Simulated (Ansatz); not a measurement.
# C2H7GeN: geometry optimisation from a Python script

Aim: a geometry optimisation, for C2H7GeN, run from a script. SMILES: [CH3][GeH]1[CH2][NH]1.

Computed with Ansatz 0.2.0, driven from Python. Level of theory: B3LYP/def2-SVP.

**1. Starting point**

Bond lengths: C1–Ge2 1.888 Å, Ge2–C3 1.884 Å, Ge2–N4 1.921 Å, C3–N4 1.320 Å, C1–H5 1.163 Å, C1–H6 1.132 Å, C1–H7 1.118 Å, Ge2–H8 1.531 Å, C3–H9 1.169 Å, C3–H10 1.123 Å, N4–H11 1.048 Å. Angles (14 of 21 angles, heavy atoms first): C1–Ge2–C3 114.2°, C1–Ge2–N4 108.3°, C3–Ge2–N4 40.6°, Ge2–C3–N4 71.2°, Ge2–N4–C3 68.2°, C1–Ge2–H8 121.3°, C3–Ge2–H8 123.6°, N4–Ge2–H8 108.2°, Ge2–C1–H5 110.1°, Ge2–C1–H6 112.5°, Ge2–C1–H7 113.0°, Ge2–C3–H9 116.3°, Ge2–C3–H10 117.5°, N4–C3–H9 112.4°.

c2h7gen.xyz, read by the script:

```xyz
11

C    -0.97100    1.41340   -0.15180
Ge   -0.01890   -0.11040   -0.73000
C     1.27550   -0.72200    0.49430
N     0.13050   -1.32710    0.74910
H    -1.20580    2.10520   -1.05710
H    -1.98720    1.15360    0.27280
H    -0.40940    2.01900    0.60100
H    -0.46270   -0.90600   -1.96090
H     1.58170    0.02430    1.34010
H     2.07380   -1.41000    0.10530
H     0.05880   -2.29690    0.35780
```

**2. The script**

File opt_c2h7gen.py:

```python
"""Minimum-energy structure of C2H7GeN."""

import itertools

import ansatz as az
from ase.data import atomic_numbers, covalent_radii
import numpy as np

BASIS = "def2-SVP"
XC = "B3LYP"


def main() -> None:
    c2h7gen = az.Crystal.molecule_from_extxyz("c2h7gen.xyz")

    calc = c2h7gen.calculation().basis(gaussian=BASIS).functional(XC)
    symbols = [site.symbol for site in c2h7gen.cartesian_sites]
    start = np.array([site.position_ang for site in c2h7gen.cartesian_sites], dtype=float)
    def progress(event):
        if event["event"] == "relax_step":
            row = event["data"]
            print(f"step {row['step']:3d}  E = {row['lagrangian_ev']:.6f} eV  largest force component {row['allowed_force_max_ev_ang']:.4f} eV/A")


    data = calc.relax(force_tolerance=0.01, max_steps=100).session().plan().execute(on_event=progress).report
    end = np.array(data["positions_ang"])

    print(f"E = {data['free_energy_ev']:.6f} eV = {data['free_energy_ev'] / 27.211386246:.7f} Ha")
    print("converged:", data["converged"], " doubts:", data["published_state_doubts"] or "none")

    # pairs closer than 1.2 times the sum of covalent radii, before or after
    radius = [covalent_radii[atomic_numbers[s]] for s in symbols]
    span = lambda where, i, j: np.linalg.norm(where[i] - where[j])
    bonded = [(i, j) for i, j in itertools.combinations(range(len(symbols)), 2) if min(span(start, i, j), span(end, i, j)) < 1.2 * (radius[i] + radius[j])]
    print("pair        before    after (A)")
    for i, j in bonded:
        print(f"{symbols[i]}{i}-{symbols[j]}{j}".ljust(10), f"{span(start, i, j):8.4f} {span(end, i, j):8.4f}")

    charges = data["charge_distribution"]
    dipole = np.array(charges["dipole_moment_e_ang"]) * 4.803205
    print("dipole (D): {:.3f} {:.3f} {:.3f}, length {:.3f}".format(*dipole, np.linalg.norm(dipole)))
    print("atom  Mulliken   Lowdin")
    for symbol, m, l in zip(symbols, charges["mulliken_charges_e"], charges["lowdin_charges_e"]):
        print(f"{symbol:4s} {m:9.3f} {l:8.3f}")


if __name__ == "__main__":
    main()
```

**3. What the engine is handed**

The package turns the script's settings into the engine's input:

```yaml
crystal:
  periodic: [false, false, false]
  atoms:
    - { symbol: C, position_ang: [-0.971, 1.4134, -0.1518] }
    - { symbol: Ge, position_ang: [-0.0189, -0.1104, -0.73] }
    - { symbol: C, position_ang: [1.2755, -0.722, 0.4943] }
    - { symbol: "N", position_ang: [0.1305, -1.3271, 0.7491] }
    - { symbol: H, position_ang: [-1.2058, 2.1052, -1.0571] }
    - { symbol: H, position_ang: [-1.9872, 1.1536, 0.2728] }
    - { symbol: H, position_ang: [-0.4094, 2.019, 0.601] }
    - { symbol: H, position_ang: [-0.4627, -0.906, -1.9609] }
    - { symbol: H, position_ang: [1.5817, 0.0243, 1.3401] }
    - { symbol: H, position_ang: [2.0738, -1.41, 0.1053] }
    - { symbol: H, position_ang: [0.0588, -2.2969, 0.3578] }
basis:
  gaussian:
    orbitals: def2-SVP
hamiltonian:
  xc: b3lyp
relax:
  f_tol: 0.01
  max_steps: 100
```

**4. Running it**

Launch:

```bash
$ python opt_c2h7gen.py
```

Standard output:

```text
step   1  E = -60185.634159 eV  largest force component 5.9361 eV/A
step   2  E = -60186.296071 eV  largest force component 2.3149 eV/A
step   3  E = -60186.410769 eV  largest force component 0.4526 eV/A
step   4  E = -60186.430846 eV  largest force component 0.4697 eV/A
step   5  E = -60186.450498 eV  largest force component 0.1298 eV/A
step   6  E = -60186.454703 eV  largest force component 0.0736 eV/A
step   7  E = -60186.454337 eV  largest force component 0.2447 eV/A
step   8  E = -60186.458794 eV  largest force component 0.0508 eV/A
step   9  E = -60186.457268 eV  largest force component 0.3584 eV/A
step  10  E = -60186.460016 eV  largest force component 0.0321 eV/A
step  11  E = -60186.461305 eV  largest force component 0.0293 eV/A
step  12  E = -60186.462046 eV  largest force component 0.1185 eV/A
step  13  E = -60186.462800 eV  largest force component 0.0533 eV/A
step  14  E = -60186.463169 eV  largest force component 0.0243 eV/A
step  15  E = -60186.463510 eV  largest force component 0.0177 eV/A
step  16  E = -60186.463596 eV  largest force component 0.0238 eV/A
step  17  E = -60186.463632 eV  largest force component 0.0119 eV/A
step  18  E = -60186.463648 eV  largest force component 0.0082 eV/A
E = -60186.463894 eV = -2211.8117523 Ha
converged: True  doubts: none
pair        before    after (A)
C0-Ge1       1.8875   1.9530
C0-H4        1.1633   1.0997
C0-H5        1.1316   1.1002
C0-H6        1.1175   1.0991
Ge1-C2       1.8837   1.9383
Ge1-N3       1.9210   1.8918
Ge1-H7       1.5314   1.5364
C2-N3        1.3199   1.4809
C2-H8        1.1688   1.0986
C2-H9        1.1234   1.1003
N3-H10       1.0482   1.0209
dipole (D): -0.166 0.355 -1.370, length 1.425
atom  Mulliken   Lowdin
C       -0.178   -0.042
Ge       0.286    0.061
C       -0.001   -0.029
N       -0.381    0.011
H        0.049    0.016
H        0.051    0.018
H        0.062    0.026
H       -0.081   -0.052
H        0.044   -0.009
H        0.032   -0.003
H        0.116    0.004
```

It took 2 min on 1 thread of Intel Xeon Platinum 8259CL at 2.50GHz (Skylake/Cascade Lake), shared host; peak memory 0.37 GiB.

**5. What the engine kept of the run**

From the engine's report, whether the script printed it or not:

| item | value |
| --- | --- |
| SCF cycles in all | 130 |
| orbitals | 109 |
| total energy (eV) | -60186.46389 |

**6. Path of the relaxation**

Relaxation path:

| step | energy from step 1 (eV) | largest force component (eV/Å) |
| --- | --- | --- |
| 1 | 0.0000 | 5.9361 |
| 2 | -0.6619 | 2.3149 |
| 3 | -0.7766 | 0.4526 |
| 4 | -0.7967 | 0.4697 |
| 5 | -0.8163 | 0.1298 |
| 6 | -0.8205 | 0.0736 |
| 7 | -0.8202 | 0.2447 |
| 8 | -0.8246 | 0.0508 |
| 9 | -0.8231 | 0.3584 |
| 10 | -0.8259 | 0.0321 |
| 11 | -0.8271 | 0.0293 |
| 12 | -0.8279 | 0.1185 |
| 13 | -0.8286 | 0.0533 |
| 14 | -0.8290 | 0.0243 |
| 15 | -0.8294 | 0.0177 |
| 16 | -0.8294 | 0.0238 |
| 17 | -0.8295 | 0.0119 |
| 18 | -0.8295 | 0.0082 |

Step 1 is the start. Steps 7, 9 were tried and not accepted.

Before: Bond lengths: C1–Ge2 1.888 Å, Ge2–C3 1.884 Å, Ge2–N4 1.921 Å, C3–N4 1.320 Å, C1–H5 1.163 Å, C1–H6 1.132 Å, C1–H7 1.118 Å, Ge2–H8 1.531 Å, C3–H9 1.169 Å, C3–H10 1.123 Å, N4–H11 1.048 Å. Angles (14 of 21 angles, heavy atoms first): C1–Ge2–C3 114.2°, C1–Ge2–N4 108.3°, C3–Ge2–N4 40.6°, Ge2–C3–N4 71.2°, Ge2–N4–C3 68.2°, C1–Ge2–H8 121.3°, C3–Ge2–H8 123.6°, N4–Ge2–H8 108.2°, Ge2–C1–H5 110.1°, Ge2–C1–H6 112.5°, Ge2–C1–H7 113.0°, Ge2–C3–H9 116.3°, Ge2–C3–H10 117.5°, N4–C3–H9 112.4°.

After: Bond lengths: C1–Ge2 1.953 Å, Ge2–C3 1.938 Å, Ge2–N4 1.892 Å, C3–N4 1.481 Å, C1–H5 1.100 Å, C1–H6 1.100 Å, C1–H7 1.099 Å, Ge2–H8 1.536 Å, C3–H9 1.099 Å, C3–H10 1.100 Å, N4–H11 1.021 Å. Angles (14 of 21 angles, heavy atoms first): C1–Ge2–C3 124.6°, C1–Ge2–N4 114.0°, C3–Ge2–N4 45.5°, Ge2–C3–N4 65.6°, Ge2–N4–C3 68.9°, C1–Ge2–H8 117.8°, C3–Ge2–H8 116.6°, N4–Ge2–H8 115.9°, Ge2–C1–H5 110.9°, Ge2–C1–H6 110.3°, Ge2–C1–H7 108.4°, Ge2–C3–H9 120.7°, Ge2–C3–H10 117.4°, N4–C3–H9 114.9°.

**7. Summary of results**

```
                    quantity           value
                total energy  -60186.4639 eV
               dipole moment          1.43 D
     moves of the relaxation              15
               energy gained        0.829 eV
last largest force component     0.0082 eV/Å
```

In words: After 15 moves the largest shift is 0.626 Å, of atom 6 (H). What to keep in mind:
- The end point is the stationary point reached from this start; no frequency run checks that it is a minimum, and the basis set is modest.
- The Löwdin charges here are taken after orthogonalising the functions within each atom; they differ from plain Löwdin charges, and their signs can be unphysical.
- b3lyp holds the VWN-RPA fit, as in Gaussian; the form of ORCA and Turbomole is b3lyp5.
